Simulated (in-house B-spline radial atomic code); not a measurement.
# Sn²⁰⁺: binding energies from hole states

How much more does a second hole in Sn²⁰⁺ cost because of the first?

Method: Dirac-Hartree-Fock, average of configuration, Fermi nucleus, basis-set limit. Code: in-house B-spline radial atomic code version 1.

## Step 1: The system

```
element       : tin (Z = 50)
charge        : +20
electrons     : 30
configuration : [Ar] 3d10 4s2
Hamiltonian   : Dirac-Coulomb
nucleus       : Fermi, rms radius 4.652 fm
```

The outer shells:

[Ar] 3d10 4s2
```
[Ar] core
3d [↑↓][↑↓][↑↓][↑↓][↑↓]
4s [↑↓]
```

Settings, as recorded:

```ini
Z = 50
electrons = 30.0
configuration = [Ar] 3d10 4s2
hamiltonian = dirac
method = hf
spin_polarised = False
nucleus = fermi
rms_radius = 4.6519
mass_number = 120
atomic_mass = 119.902202557
speed_of_light = 137.035999084
```

This reference run was done before. Its total energy is -6008.604372 hartree, and its levels are (the highest eight at most):

```csv
orbital,occupation,energy (eV),<r> (bohr)
2p1/2,2,-4782.68,0.1057
2p3/2,4,-4550.36,0.1111
3s1/2,2,-1450.29,0.3331
3p1/2,2,-1322.59,0.3244
3p3/2,4,-1277.73,0.3346
3d3/2,4,-1059.35,0.3046
3d5/2,6,-1050.11,0.3079
4s1/2,2,-607.95,0.7193
```

Single holes known from earlier runs (ΔSCF): 1s 29900.1 eV, 2s 5072.33 eV, 3s 1446.88 eV, 3p3/2 1274.17 eV, 3d3/2 1054.69 eV, 3d5/2 1045.59 eV.

## Step 2: The 2s and 3d3/2 holes

In configurations, a minus sign after the shell means j = l − 1/2 and a plus sign j = l + 1/2; the count of electrons follows.

Settings, as recorded:

```ini
Z = 50
electrons = 28.0
configuration = 1s2 2s1 2p6 3s2 3p6 3d-3 3d+6 4s2
hamiltonian = dirac
method = hf
spin_polarised = False
nucleus = fermi
rms_radius = 4.6519
mass_number = 120
atomic_mass = 119.902202557
speed_of_light = 137.035999084
```

## Step 3: The 3s and 3p3/2 holes

Changes to the settings of step 2:

```diff
@@ -2,3 +2,3 @@
 electrons = 28.0
-configuration = 1s2 2s1 2p6 3s2 3p6 3d-3 3d+6 4s2
+configuration = 1s2 2s2 2p6 3s1 3p-2 3p+3 3d10 4s2
 hamiltonian = dirac
```

## Step 4: The 2s and 3d5/2 holes

Changes to the settings of step 3:

```diff
@@ -2,3 +2,3 @@
 electrons = 28.0
-configuration = 1s2 2s2 2p6 3s1 3p-2 3p+3 3d10 4s2
+configuration = 1s2 2s1 2p6 3s2 3p6 3d-4 3d+5 4s2
 hamiltonian = dirac
```

## Step 5: The 3d5/2 and 3d3/2 holes

Changes to the settings of step 4:

```diff
@@ -2,3 +2,3 @@
 electrons = 28.0
-configuration = 1s2 2s1 2p6 3s2 3p6 3d-4 3d+5 4s2
+configuration = 1s2 2s2 2p6 3s2 3p6 3d-3 3d+5 4s2
 hamiltonian = dirac
```

## Step 6: The 1s and 1s holes

Changes to the settings of step 5:

```diff
@@ -2,3 +2,3 @@
 electrons = 28.0
-configuration = 1s2 2s2 2p6 3s2 3p6 3d-3 3d+5 4s2
+configuration = 2s2 2p6 3s2 3p6 3d10 4s2
 hamiltonian = dirac
```

Q: What does each hole state cost in eV, and how does that compare with the orbital energies or single holes?

As calculated:

| two holes | ΔSCF (eV) | less the two single holes (eV) |
| --- | --- | --- |
| 2s and 3d3/2 | 6212.44 | 85.42 |
| 3s and 3p3/2 | 2779.74 | 58.69 |
| 2s and 3d5/2 | 6202.55 | 84.63 |
| 3d5/2 and 3d3/2 | 2170.97 | 70.69 |
| 1s and 1s | 60592.6 | 792.34 |

**Reading.** Two holes cost more than the sum of each, because the second electron leaves a more charged ion. The excess runs from 58.7 eV (3s and 3p3/2) to 792.3 eV (1s and 1s); it tends to be largest where both holes are compact. Values are for the free ion, measured from the vacuum level.
